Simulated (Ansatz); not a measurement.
# CH4Si (SMILES [CH][SiH3]) at UB2PLYP/STO-3G

What is the electronic atomisation energy of CH4Si at UB2PLYP/STO-3G? 

Program for the calculation: Ansatz 0.2.0.

40 further runs of the same task are left out: 40 set aside as unsound or not needed.

**1. Starting point**

CH4Si: 6 atoms, total charge 0, spin state triplet. SMILES: `[CH][SiH3]`. Geometry: relaxed at GFN2-xTB.

Bond lengths: C1–Si2 1.808 Å, C1–H3 1.070 Å, Si2–H4 1.473 Å, Si2–H5 1.473 Å, Si2–H6 1.464 Å. Angles: C1–Si2–H4 110.4°, C1–Si2–H5 110.4°, C1–Si2–H6 109.0°, Si2–C1–H3 147.9°, H4–Si2–H5 108.7°, H4–Si2–H6 109.2°, H5–Si2–H6 109.2°.

**2. A single-point energy at UB2PLYP/STO-3G**

Input file job.yaml:

```yaml
crystal:
  periodic: [false, false, false]
  atoms:
    - symbol: C
      position_ang: [0.667310, -0.852170, 0.734600]
    - symbol: Si
      position_ang: [-0.258900, 0.404300, -0.178590]
    - symbol: H
      position_ang: [1.137890, -1.813490, 0.730980]
    - symbol: H
      position_ang: [-1.544120, -0.143200, -0.644620]
    - symbol: H
      position_ang: [0.511450, 0.860970, -1.347520]
    - symbol: H
      position_ang: [-0.513620, 1.543590, 0.705170]
basis:
  gaussian: {orbitals: STO-3G}
magnetization: {spin_polarized: true, initial_magnetization: 2}
hamiltonian: {xc: {name: B2PLYP}}
correlation: {frozen_orbitals: {C: 1, H: 0, Si: 5}}
accuracy: high
```

Started as:

```sh
$ ansatz run job.yaml --threads 1 --pin off --max-ram 2610MiB --events-out events.jsonl --progress --plain --runs-dir runs
```

Output:

```text
Warning: RAYON_NUM_THREADS=1 ignored (pool sized by the plan → 1); use --threads N
Functional definition: B2PLYP
  name "B2PLYP"
  parameter a = 0.53
  parameter c = 0.27
  exchange = (1 - a)*b88_x + a*exact_x
  correlation = (1 - c)*lyp_c + c*(mp2_os + mp2_ss)
311 factors; integrals over basis functions are off by at most 7.9e-9 eV
mean field evaluation 1: about -8863.9434 eV, gradient 9.2e0 eV
mean field evaluation 2: about -8863.9209 eV, gradient 9.2e0 eV
mean field evaluation 4: about -8864.7746 eV, gradient 8.0e-1 eV
mean field evaluation 8: about -8864.7848 eV, gradient 7.7e-3 eV
mean field evaluation 16: about -8864.7848 eV, gradient 2.4e-6 eV
mean field -8864.78478293 eV, -325.7748320056 hartree, gradient 3.3e-8 eV, S^2 2.014908; 0 other end points of the search recorded, 0 dependent functions left out
6 core orbitals not correlated: weight in the atoms' cores, before any rotation towards them, 1.000 or more for the frozen orbitals, at most 0.000 for the correlated occupied ones
reference -8864.78480057 eV, -325.7748326540 hartree; 7, 5 occupied and 5, 7 virtual orbitals, 311 factors
second order -2.09896355 eV of doubles, -0.00000000 eV of singles
Total energy: -8865.35152073 eV, -325.7956592357 hartree
```

It took 2.1 s on 1 thread of Arm Neoverse V1, shared host; peak memory 0.13 GiB.

**3. The C atom at the same level**

Input file input.yaml:

```yaml
basis:
  gaussian:
    orbitals: STO-3G
crystal:
  periodic: [false, false, false]
  atoms:
    - {symbol: C, position_ang: [0.000000, 0.000000, 0.000000]}
magnetization:
  spin_polarized: true
  initial_magnetization: 2
hamiltonian:
  xc: {name: B2PLYP}
correlation:
  frozen_orbitals: {C: 1}
accuracy: high
```

Run the same way, it converges to -37.30786 Eh (log not shown).

**4. The H atom, same level**

Input file in.yaml:

```yaml
basis:
  gaussian: {orbitals: STO-3G}
crystal:
  periodic: [false, false, false]
  atoms:
    - {symbol: H, position_ang: [0.000000, 0.000000, 0.000000]}
magnetization: {spin_polarized: true, initial_magnetization: 1}
hamiltonian: {xc: {name: B2PLYP}}
correlation: {frozen_orbitals: {H: 0}}
accuracy: high
```

Started as:

```sh
$ ansatz run in.yaml --threads 1 --pin off --max-ram 2610MiB --events-out events.jsonl --progress --plain --runs-dir runs
```

Output:

```text
Warning: RAYON_NUM_THREADS=1 ignored (pool sized by the plan → 1); use --threads N
Functional definition: B2PLYP
  name "B2PLYP"
  parameter a = 0.53
  parameter c = 0.27
  exchange = (1 - a)*b88_x + a*exact_x
  correlation = (1 - c)*lyp_c + c*(mp2_os + mp2_ss)
1 factors; integrals over basis functions are off by at most 4.6e-10 eV
mean field evaluation 1: about -12.6472 eV, gradient 0.0e0 eV
mean field evaluation 2: about -12.6472 eV, gradient 0.0e0 eV
mean field -12.64721158 eV, -0.4647764528 hartree, gradient 0.0e0 eV, S^2 0.750000; 0 other end points of the search recorded, 0 dependent functions left out
reference -12.64722010 eV, -0.4647767659 hartree; 1, 0 occupied and 0, 1 virtual orbitals, 1 factors
second order 0.00000000 eV of doubles, 0.00000000 eV of singles
Total energy: -12.64722010 eV, -0.4647767659 hartree
```

Run time: 0.08 s. Hardware: 1 thread of Arm Neoverse V1, shared host.

**5. The Si atom at the same level**

Input file molecule.yaml:

```yaml
crystal:
  periodic: [false, false, false]
  atoms:
    - {symbol: Si, position_ang: [0.000000, 0.000000, 0.000000]}
basis:
  gaussian:
    orbitals: STO-3G
accuracy: high
magnetization:
  spin_polarized: true
  initial_magnetization: 2
hamiltonian:
  xc: {name: B2PLYP}
correlation:
  frozen_orbitals: {Si: 5}
```

Run the same way, it converges to -285.81514 Eh (log not shown).

**6. Results**

At UB2PLYP/STO-3G, 6 core orbitals frozen:

| quantity | value |
| --- | --- |
| molecule: total energy | -325.79566 Eh |
| molecule: ⟨S²⟩ | 2.015 |
| C atom: total energy | -37.30786 Eh |
| C atom: ⟨S²⟩ | 2.000 |
| H atom: total energy | -0.46478 Eh |
| H atom: ⟨S²⟩ | 0.750 |
| Si atom: total energy | -285.81514 Eh |
| Si atom: ⟨S²⟩ | 2.000 |
| electronic atomisation energy | 22.138 eV |

Taking the molecule apart into free atoms costs 22.14 eV (2136 kJ/mol), before zero-point energy and without spin-orbit coupling. In a minimal basis such a difference can be off by several eV, whatever the method.
